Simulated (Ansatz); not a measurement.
# YCu5: the cost of one run

Computed with Ansatz 0.2.0 (DFT PBEsol, scalar-relativistic, plane waves, PAW, unless a step's input says otherwise).

1 further run of the same task is left out (set aside as unsound or not needed). Runs told in other sessions of the task aren't counted.

### Step 1. The system as given

It takes space group P6/mmm (No. 191, hexagonal). Conventional cell: a = 4.956 Å, b = 4.956 Å, c = 4.024 Å, α = 90.00°, β = 90.00°, γ = 120.00°. Y (site symmetry 6/mmm) has 18 Cu at 2.86 to 3.19 Å in its first shell of neighbours. Around Cu (site symmetry mmm) lie 8 Cu at 2.47 to 2.48 Å. Cu (site symmetry -6m2) has 9 Cu at 2.47 to 2.86 Å and 3 Y at 2.86 Å in its first shell of neighbours.

Coordinates:

```
Y Cu
1.0
     4.95647    0.00000    0.00000
    -2.47824    4.29243    0.00000
     0.00000    0.00000    4.02407
Y Cu
1 5
Direct
  0.00000 0.00000 0.00000
  0.50000 0.00000 0.50000
  0.50000 0.50000 0.50000
  0.00000 0.50000 0.50000
  0.33333 0.66667 0.00000
  0.66667 0.33333 0.00000
```

This cell was relaxed beforehand with the same method: volume 14.27 Å³/atom, gap on the mesh none (metal).

### Step 2. Volume × 0.97

File input.yaml:

```yaml
crystal:
  lattice:
    - [4.9064051667, 0.0, 0.0]
    - [-2.4532025834, 4.2490715156, 0.0]
    - [0.0, 0.0, 3.9834201755]
  atoms:
    - { symbol: "Y", position: [0.0, 0.0, 0.0] }
    - { symbol: Cu, position: [0.5, 0.0, 0.5] }
    - { symbol: Cu, position: [0.5, 0.5, 0.5] }
    - { symbol: Cu, position: [0.0, 0.5, 0.5] }
    - { symbol: Cu, position: [0.3333333333, 0.6666666667, 0.0] }
    - { symbol: Cu, position: [0.6666666667, 0.3333333333, 0.0] }
basis:
  ecutwfc: 420
kpoints:
  mp_grid: { grid: [12, 12, 10] }
hamiltonian:
  xc: pbesol
scf:
  occupations: { method: gaussian, width: 0.1 }
output:
  forces: true
  stress: true
  eigenvalues: true
relax:
  adjacent_minimum: "off"
  f_tol: 0.01
  max_steps: 30
  cell: { stress_tol: 0.1, fix: [volume] }
```

Run with:

```console
ansatz run input.yaml --threads 1 --pin off --max-ram 2560MiB --backend cpu --events-out ev --progress --plain --runs-dir out
```

Q: Estimate wall time and peak memory on 1 thread of Arm Neoverse V1, shared host.

About 2.6 min, with a peak of 0.68 GiB.
